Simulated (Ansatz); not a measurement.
# Two structures of C: comparison of enthalpies under pressure in Python

The task here is to estimate one member of a computed series from the others.

Program: the Python package of Ansatz 0.2.0. Level of theory: DFT LDA, plane waves, PAW. These are calculated values, not measurements.

### Starting point

C Pm-3m: Symmetry: Pm-3m, No. 221, cubic system. Conventional cell: a = 1.950 Å, b = 1.950 Å, c = 1.950 Å, α = 90.00°, β = 90.00°, γ = 90.00°. C (site symmetry m-3m) is surrounded by 6 C at 1.95 Å.

C Fd-3m: The structure is cubic, space group Fd-3m (No. 227). The conventional cell has a = 4.120 Å, b = 4.120 Å, c = 4.120 Å, α = 90.00°, β = 90.00°, γ = 90.00°. C (site symmetry -43m) has 4 C at 1.78 Å as nearest neighbours.

The script holds or builds the structure itself.

The first run:

Contents of transition_c.py:

```python
'''Pressure at which two phases of C cross.'''

import warnings

import ansatz as az
import numpy as np


def sc(a_site, a):
    return (
        az.Lattice.cubic(a)
        .space_group(221)
        .atom(a_site, (0, 0, 0))
    )


def diamond(a_site, a):
    return (
        az.Lattice.fcc(a)
        .space_group(227, origin_choice=1)
        .atom(a_site, (0, 0, 0))
        .primitive()
    )


def solve(name, crystal, pressure=0.0):
    calc = (
        crystal.calculation()
        .functional(az.Functional.LDA)
        .basis(34 * az.Ry)
        .kpoints(spacing=0.27)
        .occupations('cold', width=0.05)
    )
    calc = calc.relax(force_tolerance=0.03, cell=True, pressure=pressure)
    return calc.run()


def volume_per_atom(outcome):
    return abs(np.linalg.det(outcome.lattice.cell_ang)) / len(outcome.lattice.sites)

warnings.simplefilter('ignore', az.DeckWarning)

phases = {}
phases['sc'] = sc('C', 1.95)
phases['diamond'] = diamond('C', 4.12)

# enthalpy per atom at each pressure
pressures = [0, 10, 20, 30]
enthalpy, volume = {name: [] for name in phases}, {name: [] for name in phases}
for p in pressures:
    for name, crystal in phases.items():
        o = solve(name, crystal, pressure=p)
        volume[name].append(volume_per_atom(o))
        enthalpy[name].append(o.report['energy_sigma0_ev'] / len(o.lattice.sites) + p * volume[name][-1] / 160.21766)
gap = np.array(enthalpy['diamond']) - np.array(enthalpy['sc'])
rows = [(p, va, vb, 1000 * d) for p, va, vb, d in zip(pressures, volume['sc'], volume['diamond'], gap)]
print('| P (GPa) | V sc (A^3/atom) | V diamond (A^3/atom) | H(diamond) - H(sc) (meV/atom) |')
print('| --- | --- | --- | --- |')
for row in rows:
    print(f'| {row[0]:d} | {row[1]:.3f} | {row[2]:.3f} | {row[3]:+.1f} |')
crossings = [p0 - g0 * (p1 - p0) / (g1 - g0) for p0, p1, g0, g1 in zip(pressures, pressures[1:], gap, gap[1:]) if g0 * g1 < 0]
print('crossing near', [round(float(p), 1) for p in crossings], 'GPa') if crossings else print('no crossing in this range')
```

Started as:

```sh
$ python transition_c.py
```

One table of the session follows, with a row left open; its other results are not shown here.

Enthalpy H = E + pV of the second structure less the first:

```
pressure (GPa)  ΔH (meV/atom)
             0        -2677.4
            10              ?
            20        -2655.6
            30        -2641.2
```

Q: Estimate the row for pressure (GPa) = 10 from the others.

Worked estimate for «ΔH (meV/atom)». A straight line through the neighbours (0, -2677.4) and (20, -2655.6) gives -2677.4 + (-2655.6 + 2677.4) × (10 − 0) / (20 − 0) = -2666.5; a parabola fitted to 3 rows on both sides gives -2667.7.

The run gave: ΔH (meV/atom): -2668.8. In «ΔH (meV/atom)» the line misses by +2.3 and the parabola by +1.1.

To keep in mind: For the metals among these cells the mesh is coarse, so their volumes and pressures are rough. Only these two structures are compared, at zero temperature and with their symmetry kept; either may be hypothetical, and another phase may be lower than both.
